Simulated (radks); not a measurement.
**Zr with its nuclear charge varied continuously**

Aim: the energy of 40 electrons in [Kr] 4d2 5s2 as the nuclear charge moves through non-integer values, and a test of dE/dZ = E(electron-nucleus)/Z.

Program: radks (a radial shooting solver on a logarithmic mesh, Libxc functionals) version 1. Level of theory: scalar-relativistic Kohn-Sham, LDA (Slater exchange, Perdew-Wang correlation), spin-polarised, spherical densities, finite nucleus; open shells are filled with parallel spins first. These are calculated values, not measurements, unless marked.

### 1 Starting point

```
element            : zirconium (Z = 40)
charge             : 0
electrons          : 40
configuration      : [Kr] 4d2 5s2
nuclear rms radius : 4.2694 fm
```

Outer shells as boxes (Hund's rule):

Zr
```
[Kr] core
4d [↑ ][↑ ][  ][  ][  ]
5s [↑↓]
```

### 2 Z = 40

Input:

```text
Z 40
configuration [Kr] 4d2 5s2
relativity scalar-relativistic
functional lda,pw
spin polarised
nucleus finite rms 4.2694 fm
c 137.035999084
```

### 3 Z = 39.8

Changes since step 2:

```diff
@@ -1,2 +1,2 @@
-Z 40
+Z 39.8
 configuration [Kr] 4d2 5s2
```

### 4 Z = 40.2

Changes since step 3:

```diff
@@ -1,2 +1,2 @@
-Z 39.8
+Z 40.2
 configuration [Kr] 4d2 5s2
```

### 5 Z = 40.4

Changes since step 4:

```diff
@@ -1,2 +1,2 @@
-Z 40.2
+Z 40.4
 configuration [Kr] 4d2 5s2
```

### 6 Z = 40.6

Changes since step 5:

```diff
@@ -1,2 +1,2 @@
-Z 40.4
+Z 40.6
 configuration [Kr] 4d2 5s2
```

### 7 Z = 40.8

Changes since step 6:

```diff
@@ -1,2 +1,2 @@
-Z 40.6
+Z 40.8
 configuration [Kr] 4d2 5s2
```

### 8 Z = 41

Changes since step 7:

```diff
@@ -1,2 +1,2 @@
-Z 40.8
+Z 41
 configuration [Kr] 4d2 5s2
```

What does the calculation give? Wanted: for each run, Z; E; E(electron-nucleus)/Z; highest level; its energy; <r>.

The runs gave:

```tsv
Z	E (hartree)	E(electron-nucleus)/Z (hartree)	highest level	its energy (eV)	<r> (bohr)
39.8	-3551.33693	-215.009	4d up	-2.507	2.403
40	-3594.57499	-216.483	4d up	-4.146	2.263
40.2	-3638.10937	-217.956	5s down	-5.525	3.640
40.4	-3681.93975	-219.427	5s down	-6.903	3.505
40.6	-3726.06589	-220.897	5s down	-8.364	3.383
40.8	-3770.48762	-222.366	5s down	-9.904	3.273
41	-3815.20485	-223.835	5s down	-11.519	3.173
```

At Z = 40 the central difference of E is -216.931 hartree, against -216.483 from the Hellmann-Feynman theorem; the scalar-relativistic energy here is not variational, so the two differ by a part that grows with Z. The top level goes from -2.507 eV at Z = 39.8 to -11.519 eV at Z = 41. Between Z = 40 and 40.2 the top level changes from 4d up to 5s down, so the curve of the top level has a kink there, while E(Z) stays smooth.
